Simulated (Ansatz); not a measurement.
# Al3InAs4: the cost of one run

Program: Ansatz 0.2.0. PAW datasets, plane waves, zero pressure. The cell comes from a prototype generator: it can be a known phase or a hypothetical one. Spin polarisation is off.

**1. The system as given**

This is the cell as the run starts from it, not yet at rest; its lengths are not the crystal's.

Space group Pmm2 (No. 25), orthorhombic; a = 3.927 Å, b = 7.855 Å, c = 5.554 Å in the conventional setting, 21.42 Å³ an atom. Al has 4 As at 2.41 Å; As has 3 Al at 2.41 Å and 1 In at 2.41 Å; As has 4 Al at 2.41 Å; In has 4 As at 2.41 Å.

The structure in full:

```xyz
8
Lattice="3.9274 0.0000 0.0000 0.0000 7.8548 0.0000 0.0000 0.0000 5.5542" Properties=species:S:1:pos:R:3 pbc="T T T"
Al    0.0000    5.8911    0.0000
As    1.9637    5.8911    1.3885
Al    1.9637    0.0000    2.7771
As    0.0000    0.0000    4.1656
Al    0.0000    1.9637    0.0000
As    1.9637    1.9637    1.3885
In    1.9637    3.9274    2.7771
As    0.0000    3.9274    4.1656
```

**2. Relaxation with PBE**

The input, input.yaml:

```yaml
crystal:
  lattice:
    - [3.9273893791, 0.0, 0.0]
    - [0.0, 7.8547787582, 0.0]
    - [0.0, 0.0, 5.5541673246]
  atoms:
    - { symbol: Al, position: [0.0, 0.75, 0.0] }
    - { symbol: As, position: [0.5, 0.75, 0.25] }
    - { symbol: Al, position: [0.5, 0.0, 0.5] }
    - { symbol: As, position: [0.0, 0.0, 0.75] }
    - { symbol: Al, position: [0.0, 0.25, 0.0] }
    - { symbol: As, position: [0.5, 0.25, 0.25] }
    - { symbol: In, position: [0.5, 0.5, 0.5] }
    - { symbol: As, position: [0.0, 0.5, 0.75] }
kpoints:
  mp_grid: { grid: [6, 4, 4] }
hamiltonian:
  xc: pbe
scf:
  occupations: { method: fermi_dirac, width: 0.02 }
relax:
  f_tol: 0.005
  cell: {}
```

On the command line:

```
$ ansatz run input.yaml --threads 4 --pin off --max-ram 6451MiB --backend cpu --events-out ev --progress --plain --runs-dir out
```

**Question.** How long does this run take on 4 threads of Arm Neoverse V1, shared host, and how much memory does it need?

About 57 s, with a peak of 0.67 GiB.
